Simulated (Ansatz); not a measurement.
**C3H7B: small, medium and large basis sets**

How large a basis does C3H7B need? Two functionals are run in growing sets.

The runs use Ansatz 0.2.0, Gaussian basis; one geometry, several basis sets.

The runs, in order: PBE0-D4/def2-SVP; ωB97M-V/def2-SVP; PBE0-D4/def2-QZVPP; ωB97M-V/def2-QZVPP; the functionals' def2-TZVPP values are taken from earlier runs.

## (1) The geometry

All runs share one geometry, relaxed beforehand with PBE0-D4/def2-TZVP.

11 atoms, charge 0, spin multiplicity 1.

Atoms are counted from 1 here; the program's logs count them from 0.

Bond lengths: B1–C2 1.772 Å, B1–C3 1.707 Å, B1–C4 1.772 Å, B1–H5 1.191 Å, B1–H6 1.192 Å, C2–C3 1.405 Å, C2–H7 1.082 Å, C2–H8 1.082 Å, C3–C4 1.405 Å, C3–H9 1.085 Å, C4–H10 1.082 Å, C4–H11 1.082 Å. Angles: C2–B1–C3 47.6°, C2–B1–C4 85.9°, C2–B1–H5 101.5°, C2–B1–H6 120.3°, C3–B1–C4 47.6°, C3–B1–H5 128.6°, C3–B1–H6 110.7°, C4–B1–H5 101.4°, C4–B1–H6 120.3°, H5–B1–H6 120.7°, B1–C2–C3 63.8°, B1–C2–H7 120.8°, B1–C2–H8 106.0°, C3–C2–H7 118.2°, C3–C2–H8 120.5°, H7–C2–H8 116.1°, B1–C3–C2 68.6°, B1–C3–C4 68.7° and more.

As a file:

| atom | x (Å) | y (Å) | z (Å) |
| --- | --- | --- | --- |
| B1 | -0.8965 | 0.0603 | -0.2062 |
| C2 | 0.5005 | 1.1498 | -0.1770 |
| C3 | 0.5973 | -0.0056 | 0.6162 |
| C4 | 0.2785 | -1.2443 | 0.0353 |
| H5 | -1.1056 | -0.0247 | -1.3752 |
| H6 | -1.7944 | 0.2120 | 0.5635 |
| H7 | 0.4451 | 2.1087 | 0.3213 |
| H8 | 0.8936 | 1.1588 | -1.1852 |
| H9 | 0.4431 | 0.1035 | 1.6850 |
| H10 | 0.6469 | -1.5006 | -0.9494 |
| H11 | 0.0568 | -2.0751 | 0.6922 |

## (2) PBE0-D4 in def2-SVP

The input, in.yaml:

```yaml
crystal:
  periodic: [false, false, false]
  atoms:
    - {symbol: B, position_ang: [-0.896487, 0.060348, -0.206211]}
    - {symbol: C, position_ang: [0.500503, 1.149806, -0.177036]}
    - {symbol: C, position_ang: [0.597338, -0.005636, 0.616236]}
    - {symbol: C, position_ang: [0.278530, -1.244295, 0.035298]}
    - {symbol: H, position_ang: [-1.105558, -0.024692, -1.375158]}
    - {symbol: H, position_ang: [-1.794367, 0.212005, 0.563545]}
    - {symbol: H, position_ang: [0.445075, 2.108693, 0.321279]}
    - {symbol: H, position_ang: [0.893564, 1.158756, -1.185203]}
    - {symbol: H, position_ang: [0.443082, 0.103466, 1.685016]}
    - {symbol: H, position_ang: [0.646898, -1.500592, -0.949374]}
    - {symbol: H, position_ang: [0.056823, -2.075062, 0.692208]}
basis:
  gaussian: {orbitals: def2-SVP}
hamiltonian: {xc: pbe0, dispersion: d4}
output: {orbitals: {seedname: orbitals}}
```

After this run come: ωB97M-V in def2-SVP; PBE0-D4 in def2-QZVPP; ωB97M-V in def2-QZVPP.

Before running them: what should the planned runs give, taken together? Wanted: PBE0-D4: double and triple zeta above quadruple; ωB97M-V: double and triple zeta above quadruple.

**Answer**, as computed:

| quantity | value |
| --- | --- |
| PBE0-D4: double and triple zeta above quadruple | 4.43, 0.23 eV |
| ωB97M-V: double and triple zeta above quadruple | 4.70, 0.22 eV |

For PBE0-D4 the step from double to triple zeta gains 4.20 eV and the next only 0.23 eV. These are total energies; as a rule much of such shifts cancels in differences, which this series doesn't test. The LUMO of ωB97M-V is positive and keeps falling with the basis (1.90 to 1.39 eV): an unbound level that the basis holds in place.
